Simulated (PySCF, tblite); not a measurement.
# C₁₅H₁₁F₃O₃S: excited states

Wanted: excited states for C₁₅H₁₁F₃O₃S (`O=S(=O)(c1ccc(/C=C/c2ccc(O)cc2)cc1)C(F)(F)F`).

Computed with tblite 0.8.0 and PySCF 2.14.0 and routines of our own; the level stands in each step. Atoms count from 0.

## 1. The starting structure

33 atoms, charge 0, multiplicity 1; geometry from: force field or distance geometry start.

## 2. Relaxing the molecule with GFN2-xTB

The job: settings as JSON, then the geometry in Å.

```
{"job": {"kind": "relax", "xc": "GFN2-xTB", "basis": "xTB"}, "charge": 0, "multiplicity": 1}
O      5.640500     1.952800    -0.609800
S      5.306000     1.035900     0.459800
O      5.687400     1.370400     1.839700
C      3.534700     0.854200     0.450900
C      2.821900     1.083800    -0.710300
C      1.427000     0.950700    -0.720300
C      0.749200     0.584800     0.446000
C     -0.709200     0.465900     0.498600
C     -1.447600    -0.069700    -0.495400
C     -2.920900    -0.187000    -0.443000
C     -3.599400    -0.571300     0.714900
C     -4.991200    -0.703000     0.716600
C     -5.706100    -0.455800    -0.441600
O     -7.052100    -0.596800    -0.410700
C     -5.049800    -0.081800    -1.620000
C     -3.656900     0.039700    -1.606500
C      1.479800     0.384000     1.633200
C      2.868400     0.506200     1.640500
C      5.860600    -0.650600     0.063900
F      5.440300    -1.573900     0.975800
F      5.388300    -1.064300    -1.149400
F      7.217800    -0.760400     0.005400
H      3.335400     1.393300    -1.620600
H      0.879000     1.150400    -1.636500
H     -1.185900     0.831200     1.407100
H     -0.995800    -0.434100    -1.401800
H     -3.051500    -0.778300     1.634300
H     -5.510600    -0.993700     1.624200
H     -7.416200    -0.391200    -1.287600
H     -5.592300     0.097500    -2.532400
H     -3.143400     0.327100    -2.538800
H      0.964200     0.119600     2.556200
H      3.411500     0.357800     2.569600
```

Launch:

```console
$ OMP_NUM_THREADS=2 python excited_run.py task.json out
```

One launch serves the whole session: the jobs run in the order shown.

What it wrote:

```text
step      E/eV     max force
  0   -1831.21432    3.501
  1   -1831.50232    1.565
  2   -1831.55170    0.650
  3   -1831.57379    0.450
  4   -1831.58559    0.313
  5   -1831.59003    0.163
  6   -1831.59497    0.173
  7   -1831.59919    0.165
  8   -1831.60268    0.125
  9   -1831.60539    0.110
 10   -1831.60768    0.104
 11   -1831.61012    0.112
 12   -1831.61329    0.130
 13   -1831.61718    0.151
 14   -1831.62156    0.124
 15   -1831.62618    0.146
 16   -1831.63118    0.143
 17   -1831.63684    0.195
 18   -1831.64256    0.187
 19   -1831.64738    0.120
 20   -1831.65138    0.122
 21   -1831.65478    0.128
 22   -1831.65790    0.140
 23   -1831.66101    0.097
 24   -1831.66409    0.112
 25   -1831.66733    0.123
 26   -1831.67095    0.157
 27   -1831.67435    0.154
 28   -1831.67636    0.143
 29   -1831.67837    0.074
 30   -1831.67959    0.068
 31   -1831.68086    0.066
 32   -1831.68176    0.062
 33   -1831.68303    0.070
 34   -1831.68426    0.066
 35   -1831.68573    0.069
 36   -1831.68708    0.060
 37   -1831.68807    0.053
 38   -1831.68872    0.050
 39   -1831.68934    0.047
 40   -1831.69013    0.056
 41   -1831.69098    0.058
 42   -1831.69169    0.054
 43   -1831.69223    0.045
 44   -1831.69270    0.044
 45   -1831.69324    0.040
 46   -1831.69374    0.043
 47   -1831.69422    0.037
 48   -1831.69463    0.033
 49   -1831.69498    0.034
 50   -1831.69524    0.034
 51   -1831.69549    0.032
 52   -1831.69577    0.033
 53   -1831.69611    0.036
 54   -1831.69643    0.036
 55   -1831.69669    0.035
 56   -1831.69691    0.031
 57   -1831.69712    0.025
 58   -1831.69732    0.028
 59   -1831.69750    0.033
 60   -1831.69768    0.034
 61   -1831.69788    0.029
 62   -1831.69807    0.028
 63   -1831.69824    0.027
 64   -1831.69838    0.023
 65   -1831.69854    0.022
 66   -1831.69872    0.022
 67   -1831.69890    0.022
 68   -1831.69903    0.021
 69   -1831.69913    0.022
 70   -1831.69921    0.017
 71   -1831.69929    0.017
 72   -1831.69936    0.021
 73   -1831.69944    0.025
 74   -1831.69952    0.026
 75   -1831.69958    0.015
 76   -1831.69964    0.014
 77   -1831.69970    0.016
 78   -1831.69975    0.015
 79   -1831.69980    0.016
 80   -1831.69986    0.013
 81   -1831.69991    0.015
 82   -1831.69998    0.017
 83   -1831.70007    0.018
 84   -1831.70017    0.017
 85   -1831.70027    0.020
 86   -1831.70037    0.019
 87   -1831.70049    0.022
 88   -1831.70062    0.021
 89   -1831.70074    0.018
 90   -1831.70082    0.015
 91   -1831.70087    0.014
 92   -1831.70092    0.013
 93   -1831.70096    0.014
 94   -1831.70101    0.017
 95   -1831.70107    0.017
 96   -1831.70114    0.017
 97   -1831.70120    0.013
 98   -1831.70125    0.014
 99   -1831.70129    0.012
100   -1831.70133    0.013
101   -1831.70136    0.013
102   -1831.70138    0.007
```

It took 3.9 s on 2 threads of AMD EPYC 7R43, shared host; peak memory 0.18 GiB.

The steps of the relaxation: (not every step is listed)

| step | energy from step 0 (eV) | largest force (eV/Å) |
| --- | --- | --- |
| 0 | 0.0000 | 3.5007 |
| 1 | -0.2880 | 1.5647 |
| 2 | -0.3374 | 0.6503 |
| 3 | -0.3595 | 0.4502 |
| 4 | -0.3713 | 0.3130 |
| 5 | -0.3757 | 0.1634 |
| 6 | -0.3807 | 0.1726 |
| 7 | -0.3849 | 0.1647 |
| 8 | -0.3884 | 0.1251 |
| 16 | -0.4169 | 0.1433 |
| 24 | -0.4498 | 0.1115 |
| 32 | -0.4674 | 0.0618 |
| 40 | -0.4758 | 0.0563 |
| 48 | -0.4803 | 0.0330 |
| 56 | -0.4826 | 0.0310 |
| 64 | -0.4841 | 0.0227 |
| 72 | -0.4850 | 0.0214 |
| 80 | -0.4855 | 0.0129 |
| 88 | -0.4863 | 0.0207 |
| 96 | -0.4868 | 0.0172 |
| 97 | -0.4869 | 0.0134 |
| 98 | -0.4869 | 0.0139 |
| 99 | -0.4870 | 0.0117 |
| 100 | -0.4870 | 0.0125 |
| 101 | -0.4870 | 0.0131 |
| 102 | -0.4871 | 0.0073 |

Distances of close pairs at the start and the end, largest changes first:

| bond | before (Å) | after (Å) | change (Å) |
| --- | --- | --- | --- |
| S1–C18 | 1.819 | 1.904 | +0.085 |
| S1–O2 | 1.470 | 1.428 | -0.042 |
| C18–F21 | 1.363 | 1.324 | -0.039 |
| C8–C9 | 1.479 | 1.446 | -0.033 |
| C18–F20 | 1.366 | 1.336 | -0.030 |
| C18–F19 | 1.364 | 1.336 | -0.028 |
| C3–C17 | 1.407 | 1.383 | -0.024 |
| C10–C11 | 1.398 | 1.376 | -0.022 |

The end geometry stands in the next job.

## 3. Infrared spectrum with GFN2-xTB

The job: settings as JSON, then the geometry in Å.

```
{"job": {"kind": "ir", "xc": "GFN2-xTB", "basis": "xTB"}, "charge": 0, "multiplicity": 1}
O      5.683658     1.914445    -0.653209
S      5.267818     1.123466     0.461014
O      5.781240     1.408897     1.762721
C      3.508854     0.902317     0.482420
C      2.808868     1.006755    -0.706324
C      1.448794     0.778765    -0.707790
C      0.774311     0.442100     0.474372
C     -0.650110     0.191444     0.532871
C     -1.507189     0.222683    -0.501864
C     -2.931181    -0.025296    -0.449697
C     -3.617606    -0.364900     0.722463
C     -4.974317    -0.592218     0.714452
C     -5.699102    -0.485588    -0.472278
O     -7.032876    -0.717671    -0.434341
C     -5.033891    -0.147450    -1.646882
C     -3.673875     0.076952    -1.630535
C      1.519290     0.346496     1.659636
C      2.880381     0.570670     1.668745
C      5.821544    -0.654205     0.064130
F      5.348721    -1.487854     0.994823
F      5.307520    -1.032023    -1.109468
F      7.138819    -0.778499     0.011669
H      3.342080     1.273415    -1.604802
H      0.906026     0.862766    -1.635111
H     -1.021831    -0.039660     1.521512
H     -1.135684     0.453415    -1.491631
H     -3.082568    -0.454887     1.654304
H     -5.501294    -0.855624     1.617610
H     -7.414257    -0.616152    -1.315244
H     -5.588450    -0.061496    -2.572319
H     -3.172825     0.338261    -2.551575
H      1.016493     0.090994     2.580529
H      3.465701     0.503292     2.571715
```

What it wrote:

```text
mode    cm-1     km/mol
  1       9.6      0.43
  2      20.0      1.03
  3      26.4      0.02
  4      36.9      0.09
  5      44.3      0.26
  6      51.2      1.08
  7      61.6      0.39
  8     118.7      3.98
  9     128.1      5.52
 10     130.9      2.50
 11     153.4      0.96
 12     163.0      1.85
 13     199.9      0.31
 14     235.5      3.31
 15     273.7      1.09
 16     288.8      4.88
 17     309.2     13.83
 18     333.5      9.99
 19     362.7      1.96
 20     367.3     10.08
 21     369.1      1.08
 22     377.4     16.02
 23     391.3     15.86
 24     449.5    163.77
 25     455.8     49.28
 26     461.9      0.78
 27     472.5      5.96
 28     474.1      1.30
 29     491.7     24.64
 30     500.7    213.99
 31     522.3     62.67
 32     542.4    221.77
 33     599.0      0.36
 34     615.0      0.14
 35     652.8      2.64
 36     661.6      9.45
 37     678.0     93.30
 38     686.4     25.83
 39     773.5      3.37
 40     790.7     23.62
 41     813.1     46.99
 42     821.7      1.36
 43     854.6      0.36
 44     860.2      6.34
 45     863.3      0.12
 46     894.1     18.46
 47     903.0      0.92
 48     910.7      0.16
 49     915.8      0.72
 50     920.4      0.40
 51     984.4     19.06
 52     994.8      7.73
 53    1013.4      4.46
 54    1066.8    181.61
 55    1090.4    176.04
 56    1104.7     41.55
 57    1121.4     38.05
 58    1125.2     60.74
 59    1127.0     20.49
 60    1147.8    320.13
 61    1159.5    657.72
 62    1179.3     50.17
 63    1190.8     30.76
 64    1209.5     16.06
 65    1229.1     72.80
 66    1254.3     25.90
 67    1266.7     26.79
 68    1290.1    423.92
 69    1291.5    342.45
 70    1313.0    122.66
 71    1324.3     19.30
 72    1345.8      4.40
 73    1352.9     12.68
 74    1398.7     14.93
 75    1429.7      1.92
 76    1455.4      0.73
 77    1493.9    116.11
 78    1554.7    556.31
 79    1569.9      8.92
 80    1571.8      5.07
 81    1597.1    202.59
 82    1637.3      6.31
 83    3057.4     38.62
 84    3059.4      5.84
 85    3075.1     17.05
 86    3080.7     48.00
 87    3087.9     21.61
 88    3101.1      8.29
 89    3105.7      2.56
 90    3111.4      3.48
 91    3113.5     23.78
 92    3114.8     11.50
 93    3510.5     41.86
```

Wall time 8.2 s (2 threads of AMD EPYC 7R43, shared host); peak memory 0.18 GiB.

Which atoms move in the most intense modes:

| cm⁻¹ | km/mol | atoms |
| --- | --- | --- |
| 501 | 214.0 | S1 28 % |
| 542 | 221.8 | S1 26 % |
| 1148 | 320.1 | H28 44 %, H27 24 %, H29 13 % |
| 1160 | 657.7 | O0 21 %, O2 21 %, C18 18 %, S1 16 % |
| 1290 | 423.9 | S1 30 %, O0 19 %, O2 18 % |
| 1292 | 342.4 | S1 13 %, H30 11 %, C12 11 %, H24 10 % |
| 1555 | 556.3 | C5 19 %, C17 15 %, C16 12 %, C4 12 % |
| 1597 | 202.6 | C11 18 %, C15 15 %, C10 13 %, C14 13 % |

## 4. Excited states: TDA CAM-B3LYP/def2-SVP

Settings changed since step 3:

```diff
@@ -1,2 +1,2 @@
-{"job": {"kind": "ir", "xc": "GFN2-xTB", "basis": "xTB"}, "charge": 0, "multiplicity": 1}
+{"job": {"kind": "states", "xc": "CAM-B3LYP", "basis": "def2-SVP", "tda": true, "soc": true, "nstates": 8, "ntriplets": 4, "nquad": 4}, "charge": 0, "multiplicity": 1}
 O      5.683658     1.914445    -0.653209
```

Method: TDA CAM-B3LYP/def2-SVP excited states, vertical, gas phase, spin-orbit mean-field couplings.

What it wrote:

```text
coarse grid: 31256 points
cycle   1  E = -1499.3135937477  dE =  5.732e+00  |g| = 1.679e+00  |ddm| = 7.877e+00
cycle   2  E = -1498.4628394375  dE =  8.508e-01  |g| = 2.804e+00  |ddm| = 4.256e+00
cycle   3  E = -1499.8601585734  dE = -1.397e+00  |g| = 2.232e-01  |ddm| = 2.800e+00
cycle   4  E = -1499.8667757277  dE = -6.617e-03  |g| = 1.442e-01  |ddm| = 3.763e-01
cycle   5  E = -1499.8709250591  dE = -4.149e-03  |g| = 2.379e-02  |ddm| = 1.511e-01
cycle   6  E = -1499.8710622536  dE = -1.372e-04  |g| = 7.725e-03  |ddm| = 3.962e-02
cycle   7  E = -1499.8710787057  dE = -1.645e-05  |g| = 2.711e-03  |ddm| = 1.215e-02
cycle   8  E = -1499.8710809197  dE = -2.214e-06  |g| = 8.555e-04  |ddm| = 4.038e-03
final grid: 307400 points
cycle   9  E = -1500.1156409028  dE = -7.973e-05  |g| = 5.689e-03  |ddm| = 5.076e-02
cycle  10  E = -1500.1156417136  dE = -8.108e-07  |g| = 5.831e-03  |ddm| = 1.294e-02
cycle  11  E = -1500.1156481304  dE = -6.417e-06  |g| = 9.595e-04  |ddm| = 5.854e-03
cycle  12  E = -1500.1156483035  dE = -1.731e-07  |g| = 3.193e-04  |ddm| = 1.247e-03
cycle  13  E = -1500.1156483238  dE = -2.028e-08  |g| = 1.388e-04  |ddm| = 4.749e-04
cycle  14  E = -1500.1156483278  dE = -3.997e-09  |g| = 1.665e-05  |ddm| = 1.494e-04
cycle  15  E = -1500.1156483278  dE = -9.277e-11  |g| = 7.863e-06  |ddm| = 3.488e-05
converged SCF energy = -1500.1156483278

Singlet excitations
state   eV       nm        f     d(h-e)  d(exc)  Lambda  PR(NTO)  |dmu|/D   mu/D   main configurations
  1   4.0753   304.2   1.54238   1.894   4.659   0.723   1.079    6.666   14.249   H->L 0.94
  2   4.9493   250.5   0.02379   0.264   3.763   0.642   2.233    0.880    8.481   H->L+2 0.31, H-1->L 0.16, H->L+1 0.15
  3   4.9759   249.2   0.00675   0.609   3.846   0.527   2.345    2.176    9.779   H-3->L 0.32, H->L+1 0.29, H->L+2 0.15
  4   5.8219   213.0   0.05232   1.007   5.379   0.692   1.417    3.342   10.931   H-2->L 0.51, H-1->L 0.27
  5   5.8897   210.5   0.01782   1.539   4.323   0.736   2.040                     H->L+2 0.30, H->L+3 0.29, H-2->L 0.18
  6   6.0055   206.5   0.14213   2.004   5.095   0.486   2.018                     H->L+1 0.45, H-3->L 0.39
  7   6.1732   200.8   0.17706   1.823   5.067   0.674   2.076                     H-1->L 0.36, H->L+3 0.35, H-2->L 0.12
  8   6.1897   200.3   0.01340   2.592   4.594   0.335   1.083                     H-4->L 0.78

Triplet excitations (Tamm-Dancoff)
state   eV     d(h-e)  d(exc)  Lambda  PR(NTO)   main configurations
  1   2.5023   0.498   3.826   0.721   1.146   H->L 0.81
  2   3.8605   0.283   3.091   0.724   2.500   H-2->L 0.31, H->L+3 0.19, H->L+2 0.15
  3   4.1815   0.504   3.272   0.734   1.062   H->L+2 0.54, H->L+3 0.28
  4   4.3719   0.266   3.393   0.491   1.511   H-3->L 0.69, H->L+1 0.13
S1 - T1 = 1.5730 eV

Spin-orbit couplings |<S|Hso|T>| (cm-1)
             T1       T2       T3       T4
S0        0.109    0.251    0.025    0.651
S1        0.067    0.092    0.050    0.090
S2        0.089    0.091    0.005    0.009
S3        0.122    0.152    0.007    0.024
S4        0.034    0.066    0.007    0.080
S5        0.100    0.056    0.038    0.073
S6        0.123    0.172    0.014    0.039
S7        0.181    0.370    0.033    0.099
S8        0.929    1.717    0.073    0.613
T1 sublevels (cm-1): 0.000 0.000 0.000   radiative rates (1/s): 0.00973 0.000358 0.000111
```

It took 5.2 min on 2 threads of AMD EPYC 7R43, shared host; peak memory 2.9 GiB.

From this job:

| quantity | value |
| --- | --- |
| S1 less T1 | 1.57 eV |

Orbitals, density, ELF and potential are computed afterwards from the orbital file.

Frontier orbitals at CAM-B3LYP/def2-SVP, with the share of their density that lies nearest to each atom:

| orbital | energy (eV) | lies on |
| --- | --- | --- |
| HOMO | -7.27 | C7, C9 about 14 % each; C12 11 %; C8 8 % |
| LUMO | -1.22 | C3, C6, C8 about 13 % each; C7 8 % |

ELF in a plane through or near 18 of the atoms.

Values, 10 rows by 14 columns:
```
0.00 0.00 0.00 0.00 0.00 0.00 0.00 0.00 0.00 0.00 0.00 0.00 0.00 0.00
0.00 0.00 0.00 0.00 0.00 0.00 0.08 0.00 0.00 0.00 0.00 0.00 0.00 0.00
0.00 0.00 0.00 0.00 0.96 0.02 1.00 0.06 0.02 0.71 0.77 0.50 0.00 0.00
0.00 0.00 0.19 0.53 0.89 0.71 0.84 0.98 0.04 0.94 0.76 0.05 0.08 0.00
0.00 0.00 0.23 0.53 0.29 0.54 0.81 0.23 0.07 0.53 0.60 0.27 0.76 0.00
0.00 0.00 0.01 0.17 0.79 0.40 0.91 0.45 0.31 0.29 0.43 0.46 0.67 0.00
0.00 0.00 0.01 0.39 0.03 0.43 0.84 0.38 0.83 0.54 0.40 0.47 0.35 0.00
0.00 0.00 0.00 0.30 0.12 0.71 0.92 0.02 0.06 1.00 0.21 0.99 0.00 0.00
0.00 0.00 0.00 0.00 0.01 0.02 0.01 0.00 0.00 0.82 0.00 0.10 0.00 0.00
0.00 0.00 0.00 0.00 0.00 0.00 0.00 0.00 0.00 0.00 0.00 0.00 0.00 0.00
```
The map spans 20.3 Å across and 10.1 Å up, centred on the molecule. Atoms in the plane (x, y in Å): C5 (-1.4, -0.9), C6 (-0.8, 0.4), C7 (0.6, 0.6), C8 (1.5, -0.4), C9 (3.0, -0.2), C10 (3.6, 1.1), C14 (5.2, -1.1), C15 (3.8, -1.3), C16 (-1.7, 1.5), C17 (-3.1, 1.3), H23 (-0.8, -1.8), H24 (0.9, 1.6), H25 (1.3, -1.4), H26 (2.9, 2.0), H29 (5.8, -2.0), H30 (3.4, -2.3), H31 (-1.3, 2.5), H32 (-3.7, 2.2).

log10 of the density (e/Å³) in the same plane.

Ten even steps from '0' (-4.0) to '9' (1.3):
```
0000000000000000000000000000
0000000000001000000000000000
0000000011122200010011000000
0000000133344321222233200000
0000012355456533344455310000
0000233466577555466566420000
0001455467777567577676443000
0001466568897677567776554200
0002467667778797568777676300
0002467777668888777667786300
0002467777678778888677776300
0002467767778667778777665300
0001356557777657667877644200
0000356557767656557777642000
0000244446545544457656531000
0000023235434433346545420000
0000000023212211134323210000
0000000001000000012101000000
0000000000000000000000000000
0000000000000000000000000000
```
The map spans 20.3 Å across and 10.1 Å up, centred on the molecule. Atoms in the plane (x, y in Å): C5 (-1.4, -0.9), C6 (-0.8, 0.4), C7 (0.6, 0.6), C8 (1.5, -0.4), C9 (3.0, -0.2), C10 (3.6, 1.1), C14 (5.2, -1.1), C15 (3.8, -1.3), C16 (-1.7, 1.5), C17 (-3.1, 1.3), H23 (-0.8, -1.8), H24 (0.9, 1.6), H25 (1.3, -1.4), H26 (2.9, 2.0), H29 (5.8, -2.0), H30 (3.4, -2.3), H31 (-1.3, 2.5), H32 (-3.7, 2.2).

On the surface of density 0.002 e/bohr³ the electrostatic potential runs, from the 1st to the 99th percentile, from -1.57 V near O2 to 2.43 V near H28.

## 5. Summary of results

| quantity | value |
| --- | --- |
| strongest single infrared mode (GFN2-xTB) | 1160 cm⁻¹, 658 km/mol |
| zero-point energy (GFN2-xTB) | 140.6 kcal/mol |
| S1 less T1 (step 4, TDA CAM-B3LYP/def2-SVP) | 1.57 eV |
| surface potential, 1st and 99th percentile | -1.57 V and 2.43 V |

No mode is imaginary among the 93: a minimum at this level. The strongest single mode, at 1160 cm⁻¹, is spread over several atoms, O0, O2, C18, S1 among them. Unscaled tight-binding wavenumbers are off by several per cent, some by more. Its intensities can rank the bands wrongly. In step 4, the number of triplets below S1 is 2, and the largest singlet-triplet spin-orbit coupling is S8–T2, 1.72 cm⁻¹. At CAM-B3LYP/def2-SVP, counted by nearest atom on the grid, the HOMO lies on C7, C9 about 14 % each; C12 11 %, the LUMO on C3, C6, C8 about 13 % each; C7 8 %.
